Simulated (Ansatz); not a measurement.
**C₂H₅BO₂: one species, many methods**

One table from this session's results is given with a row withheld; the runs are named, their logs left out.

The runs use Ansatz 0.2.0, Gaussian basis; functionals in def2-TZVPP, the program's frozen cores in correlated methods.

Plan: LDA (SPW92), PBE-D4, revPBE-D4, BLYP-D4, r2SCAN-D4, B97M-V, PBE0-D4, B3LYP-D4, r2SCANh-D4, r2SCAN0-D4, HSE06-D4, BHLYP-D4, CAM-B3LYP-D4, LC-ωPBE, ωB97X-V, ωB97M-V, B2PLYP, PBE-QIDH; CCSD(T)/def2-SVP; CCSD(T)/def2-TZVPP; MP2/def2-QZVPP; extrapolation to the limit; RPA on PBE.

## Structure used throughout

The geometry comes from an earlier relaxation with PBE0-D4 in a triple-zeta def2 set; it is a stationary point, not always the lowest conformer.

10 atoms, charge 0, spin multiplicity 1.

Atoms are counted from 1 here; the program's logs count them from 0.

Bond lengths: C1–O2 1.416 Å, C1–H6 1.091 Å, C1–H7 1.093 Å, C1–H8 1.091 Å, O2–B3 1.336 Å, B3–C4 1.599 Å, B3–H9 1.199 Å, C4–O5 1.209 Å, C4–H10 1.117 Å. Angles: O2–C1–H6 108.6°, O2–C1–H7 111.2°, O2–C1–H8 108.6°, H6–C1–H7 109.7°, H6–C1–H8 108.8°, H7–C1–H8 109.8°, C1–O2–B3 122.7°, O2–B3–C4 115.9°, O2–B3–H9 122.2°, C4–B3–H9 121.9°, B3–C4–O5 122.6°, B3–C4–H10 118.2°, O5–C4–H10 119.2°.

The first run:

in.yaml reads:

```yaml
crystal:
  periodic: [false, false, false]
  atoms:
    - {symbol: C, position_ang: [-0.887580, 0.490610, 1.419360]}
    - {symbol: O, position_ang: [-0.518408, 0.354769, 0.059461]}
    - {symbol: B, position_ang: [0.547421, -0.349047, -0.332978]}
    - {symbol: C, position_ang: [0.812208, -0.393974, -1.909259]}
    - {symbol: O, position_ang: [1.741152, -0.995153, -2.396717]}
    - {symbol: H, position_ang: [-1.896249, 0.094945, 1.548009]}
    - {symbol: H, position_ang: [-0.194641, -0.045510, 2.072256]}
    - {symbol: H, position_ang: [-0.889922, 1.551194, 1.675608]}
    - {symbol: H, position_ang: [1.262900, -0.913255, 0.446581]}
    - {symbol: H, position_ang: [0.106319, 0.154218, -2.579420]}
basis:
  gaussian: {orbitals: def2-TZVPP}
hamiltonian: {xc: lda}
output: {orbitals: {seedname: orbitals}}
```

Run with:

```bash
$ ansatz run in.yaml --threads 2 --pin off --events-out ev --progress --plain --max-ram 4352MiB
```

Steps of the session up to this table: LDA; PBE-D4 (GGA); revPBE-D4 (GGA); BLYP-D4 (GGA); r2SCAN-D4 (meta-GGA); B97M-V (meta-GGA); B3LYP-D4 (hybrid); r2SCANh-D4 (hybrid); r2SCAN0-D4 (hybrid); HSE06-D4 (hybrid); BHLYP-D4 (hybrid); CAM-B3LYP-D4 (range-separated); LC-ωPBE (range-separated); ωB97X-V (range-separated); ωB97M-V (range-separated); B2PLYP (double hybrid); PBE-QIDH (double hybrid).

One table of the session follows, with a row left open; its other results are not shown here.

It belongs to the step «Orbital energies across the functionals». 

```
  functional  HOMO (eV)  LUMO (eV)  gap (eV)
 LDA (SPW92)      -5.46      -3.45      2.01
      PBE-D4          ?          ?         ?
   revPBE-D4      -5.29      -3.09      2.21
     BLYP-D4      -5.28      -3.04      2.24
   r2SCAN-D4      -5.65      -3.01      2.64
      B97M-V      -5.84      -2.97      2.88
     PBE0-D4      -6.95      -2.12      4.83
    B3LYP-D4      -6.73      -2.36      4.37
  r2SCANh-D4      -6.25      -2.62      3.64
  r2SCAN0-D4      -7.16      -2.03      5.14
    HSE06-D4      -6.54      -2.51      4.03
    BHLYP-D4      -8.53      -0.98      7.55
CAM-B3LYP-D4      -8.43      -0.93      7.50
     LC-ωPBE      -9.71       0.32     10.04
     ωB97X-V      -9.41       0.22      9.63
     ωB97M-V      -9.34       0.09      9.43
```

Estimate the missing values for PBE-D4.

**Answer.** HOMO (eV): -5.35; LUMO (eV): -3.19; gap (eV): 2.16. In the column «HOMO (eV)» it lies between LDA (SPW92) (-5.46) and revPBE-D4 (-5.29).
